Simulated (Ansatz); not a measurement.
# CH5ClNSi: the cost of one run

Program: Ansatz 0.2.0 through its Python package. Level of theory: B3LYP/def2-SVPD. These are calculated values, not measurements.

### Step 1. The structure

Bond lengths: C1–Si2 1.724 Å, Si2–N3 1.682 Å, Si2–Cl4 1.998 Å, C1–H5 1.136 Å, C1–H6 1.113 Å, Si2–H7 1.504 Å, N3–H8 1.035 Å, N3–H9 0.984 Å. Angles: C1–Si2–N3 108.6°, C1–Si2–Cl4 106.4°, C1–Si2–H7 114.0°, N3–Si2–Cl4 108.6°, N3–Si2–H7 110.6°, Cl4–Si2–H7 108.5°, Si2–C1–H5 121.5°, Si2–C1–H6 123.6°, H5–C1–H6 114.8°, Si2–N3–H8 106.6°, Si2–N3–H9 112.1°, H8–N3–H9 109.6°.

No structure file is read: the coordinates are typed or built in the script.

### Step 2. The code

Input file ip.py:

```python
from dataclasses import dataclass

import ansatz as az
from ase import Atoms


@dataclass
class RunConfig:
    basis_set: str = "def2-SVPD"
    functional: str = "B3LYP"


cfg = RunConfig()


def energy(molecule, charge=0, unpaired=0):
    calc = (
        molecule.calculation()
        .basis(gaussian=cfg.basis_set)
        .functional(cfg.functional)
    )
    if charge:
        calc = calc.charge(charge)
    if unpaired:
        calc = calc.spin("collinear", total=unpaired)
    report = calc.run(threads=1, backend="cpu").report
    if report["published_state_doubts"]:
        print("  doubts:", report["published_state_doubts"])
    return report["free_energy_ev"]

atoms = Atoms(["C", "Si", "N", "Cl", "H", "H", "H", "H", "H"], positions=[
    [-0.3834, 1.346, -0.4173],
    [0.4374, -0.1638, -0.2811],
    [0.0853, -0.8318, 1.2218],
    [-0.324, -1.3483, -1.6989],
    [-0.8358, 1.6895, -1.4006],
    [-0.5204, 2.0521, 0.4317],
    [1.9247, -0.0726, -0.4847],
    [0.5839, -1.7379, 1.2668],
    [-0.8793, -0.9796, 1.3451],
])
ch5clnsi = az.Crystal.molecule_from_ase(atoms)

parent = energy(ch5clnsi, 0, 1)
cation = energy(ch5clnsi, 1, 0)
print(f"E(N)   = {parent:.5f} eV")
print(f"E(N-1) = {cation:.5f} eV  (0 unpaired)")
print(f"vertical ionisation energy {cation - parent:.3f} eV")
anion = energy(ch5clnsi, -1, 0)
print(f"E(N+1) = {anion:.5f} eV  (0 unpaired)")
print(f"vertical electron affinity {parent - anion:.3f} eV" + ("" if anion < parent else " (unbound in this basis)"))
print(f"fundamental gap IP - EA = {cation + anion - 2 * parent:.3f} eV")
```

### Step 3. What the engine is handed

The package turns the script's settings into the engine's input (first run):

```yaml
crystal:
  periodic: [false, false, false]
  atoms:
    - { symbol: C, position_ang: [-0.3834, 1.346, -0.4173] }
    - { symbol: Si, position_ang: [0.4374, -0.1638, -0.2811] }
    - { symbol: "N", position_ang: [0.0853, -0.8318, 1.2218] }
    - { symbol: Cl, position_ang: [-0.324, -1.3483, -1.6989] }
    - { symbol: H, position_ang: [-0.8358, 1.6895, -1.4006] }
    - { symbol: H, position_ang: [-0.5204, 2.0521, 0.4317] }
    - { symbol: H, position_ang: [1.9247, -0.0726, -0.4847] }
    - { symbol: H, position_ang: [0.5839, -1.7379, 1.2668] }
    - { symbol: H, position_ang: [-0.8793, -0.9796, 1.3451] }
basis:
  gaussian:
    orbitals: def2-SVPD
hamiltonian:
  xc: b3lyp
magnetization:
  spin_polarized: true
  initial_magnetization: 1.0
```

### Step 4. Running it

On the command line:

```bash
$ python ip.py
```

What time and memory should one allow on 1 thread of Intel Xeon 6975P-C (Granite Rapids), shared host?

About 10 s, with a peak of 0.44 GiB.
